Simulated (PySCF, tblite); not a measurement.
# C₅H₁₂As radical: geometry, infrared bands and EPR parameters

What infrared bands and EPR parameters should C₅H₁₂As radical (`[CH2]C[As](C)CC`) show?

Computed with tblite 0.8.0 and PySCF 2.14.0, with density-fitted response routines of our own, on a single molecule in the gas phase. Atoms are numbered from 0 throughout.

**1. Starting geometry**

18 atoms, charge 0, multiplicity 2; geometry from: force field or distance geometry start.

Bonds of the start (Å): C0–C1 1.49, C1–As2 1.94, As2–C3 1.96, As2–C4 1.97, C4–C5 1.52, C0–H6 1.13, C0–H7 1.12, C1–H8 1.14, C1–H9 1.11, C3–H10 1.11, C3–H11 1.12, C3–H12 1.10, C4–H13 1.12, C4–H14 1.11, C5–H15 1.11, C5–H16 1.11, C5–H17 1.10.

**2. Geometry optimisation with GFN2-xTB**

The job: settings as JSON, then the geometry in Å.

```
{"job": {"kind": "relax", "xc": "GFN2-xTB", "basis": "xTB"}, "charge": 0, "multiplicity": 2}
C     -2.504900    -0.447600     0.319700
C     -1.332500    -0.862400    -0.508300
As    -0.013600     0.516700    -0.846000
C     -0.557800     2.323300    -0.313500
C      1.739500     0.085400    -0.051400
C      2.154800    -1.221400    -0.705800
H     -3.406200    -0.635800    -0.331700
H     -2.605100    -1.202700     1.141600
H     -0.803200    -1.703300     0.041300
H     -1.680800    -1.262800    -1.481700
H     -1.540000     2.366700     0.196000
H      0.272000     2.723300     0.323900
H     -0.557700     2.961000    -1.206500
H      2.466000     0.906200    -0.269300
H      1.624300    -0.031700     1.043900
H      3.260900    -1.267600    -0.637900
H      1.822700    -1.162700    -1.760700
H      1.652800    -2.078200    -0.230000
```

Command:

```console
OMP_NUM_THREADS=1 python probes_run.py task.json out
```

This one command runs all jobs of the session in turn.

**Question.** This job is followed by: GFN2-xTB harmonic vibrations, gas phase; UKS B3LYP, def2-TZVP-core on As, pcH-1 on C H, non-relativistic, mean-field spin-orbit, GIAO. Predict these results of the whole session: strongest single infrared mode (GFN2-xTB); zero-point energy (GFN2-xTB); g(iso) (B3LYP); ⟨S²⟩; largest a(iso) (averaged by class); surface potential, 1st and 99th percentile.

As calculated:

```
                                 quantity                 value
strongest single infrared mode (GFN2-xTB)  3001 cm⁻¹, 67 km/mol
             zero-point energy (GFN2-xTB)         94.1 kcal/mol
                           g(iso) (B3LYP)               2.00666
                                     ⟨S²⟩    0.758 (exact 0.75)
       largest a(iso) (averaged by class)   13C on C0, 74.6 MHz
    surface potential, 1st and 99th percentile    -0.78 V and 0.69 V
```

In words: The optimisation took 278 steps and gained 1.837 eV; among the close pairs (by a distance rule), C1–As2 changed most, from 1.938 to 2.121 Å. No mode is imaginary among the 48: a minimum at this level. The strongest single mode, at 3001 cm⁻¹, moves mainly H15. GFN2-xTB is a fitted tight-binding method: band positions and strengths are rough. Its intensities can rank the bands wrongly. C0 carries the largest spin population, 0.92 e. The isotropic g lies 4.3 ppt above the free-electron value. The hyperfine terms hold no scalar relativity, which the heavier nuclei need.
